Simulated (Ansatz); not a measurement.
**C3H10ClGeN: how energies converge with the basis set**

How large a basis does C3H10ClGeN need? Two functionals are run in growing sets.

Computed with Ansatz 0.2.0, Gaussian basis. Level: one geometry, several basis sets.

The runs, in order: PBE0-D4/def2-SVP; ωB97M-V/def2-SVP; PBE0-D4/def2-QZVPP; ωB97M-V/def2-QZVPP; the functionals' def2-TZVPP values are taken from earlier runs.

## Step 1: The geometry

An earlier PBE0-D4 in a triple-zeta def2 set relaxation fixed the geometry.

SMILES `C[N](C)[GeH]([CH3])[Cl]`, 16 atoms, charge 0, spin multiplicity 1.

Atoms are counted from 1 here; the program's logs count them from 0.

Bond lengths: C1–N2 1.445 Å, C1–H7 1.092 Å, C1–H8 1.096 Å, C1–H9 1.100 Å, N2–C3 1.445 Å, N2–Ge4 1.820 Å, C3–H10 1.092 Å, C3–H11 1.096 Å, C3–H12 1.101 Å, Ge4–C5 1.935 Å, Ge4–Cl6 2.190 Å, Ge4–H13 1.534 Å, C5–H14 1.090 Å, C5–H15 1.090 Å, C5–H16 1.091 Å. Angles: N2–C1–H7 110.5°, N2–C1–H8 109.9°, N2–C1–H9 112.9°, H7–C1–H8 107.7°, H7–C1–H9 108.0°, H8–C1–H9 107.7°, C1–N2–C3 112.7°, C1–N2–Ge4 117.6°, C3–N2–Ge4 118.6°, N2–C3–H10 110.8°, N2–C3–H11 109.8°, N2–C3–H12 113.0°, H10–C3–H11 107.4°, H10–C3–H12 108.1°, H11–C3–H12 107.6°, N2–Ge4–C5 111.2°, N2–Ge4–Cl6 110.5°, N2–Ge4–H13 107.4° and more.

## Step 2: PBE0-D4 in def2-SVP

Input file in.yaml:

```yaml
crystal:
  periodic: [false, false, false]
  atoms:
    - {symbol: C, position_ang: [-0.434752, -1.178793, -1.669177]}
    - {symbol: N, position_ang: [0.012596, -0.653513, -0.399187]}
    - {symbol: C, position_ang: [1.451909, -0.651788, -0.273025]}
    - {symbol: Ge, position_ang: [-0.926712, 0.729564, 0.319541]}
    - {symbol: C, position_ang: [-0.321221, 1.130618, 2.113381]}
    - {symbol: Cl, position_ang: [-0.623100, 2.554813, -0.852254]}
    - {symbol: H, position_ang: [-1.525997, -1.181051, -1.719799]}
    - {symbol: H, position_ang: [-0.094350, -2.214560, -1.785110]}
    - {symbol: H, position_ang: [-0.055988, -0.604133, -2.527786]}
    - {symbol: H, position_ang: [1.754445, -0.283795, 0.709517]}
    - {symbol: H, position_ang: [1.834676, -1.674286, -0.372724]}
    - {symbol: H, position_ang: [1.949093, -0.034368, -1.036501]}
    - {symbol: H, position_ang: [-2.417375, 0.398562, 0.168943]}
    - {symbol: H, position_ang: [0.691001, 1.533942, 2.086154]}
    - {symbol: H, position_ang: [-0.979276, 1.878220, 2.556698]}
    - {symbol: H, position_ang: [-0.337849, 0.227869, 2.725628]}
basis:
  gaussian: {orbitals: def2-SVP}
hamiltonian: {xc: pbe0, dispersion: d4}
output: {orbitals: {seedname: orbitals}}
```

Further steps of the session: ωB97M-V in def2-SVP; PBE0-D4 in def2-QZVPP; ωB97M-V in def2-QZVPP.

**Question.** What will the summary of the whole plan be? Wanted: PBE0-D4: double and triple zeta above quadruple; ωB97M-V: double and triple zeta above quadruple.

**Answer**, as computed:

| quantity | value |
| --- | --- |
| PBE0-D4: double and triple zeta above quadruple | 18.59, 1.87 eV |
| ωB97M-V: double and triple zeta above quadruple | 18.79, 1.82 eV |

What this shows: For PBE0-D4 the step from double to triple zeta gains 16.72 eV and the next only 1.87 eV. These are total energies; as a rule much of such shifts cancels in differences, which this series doesn't test. The LUMO of ωB97M-V is positive and keeps falling with the basis (3.09 to 1.68 eV): an unbound level that the basis holds in place.
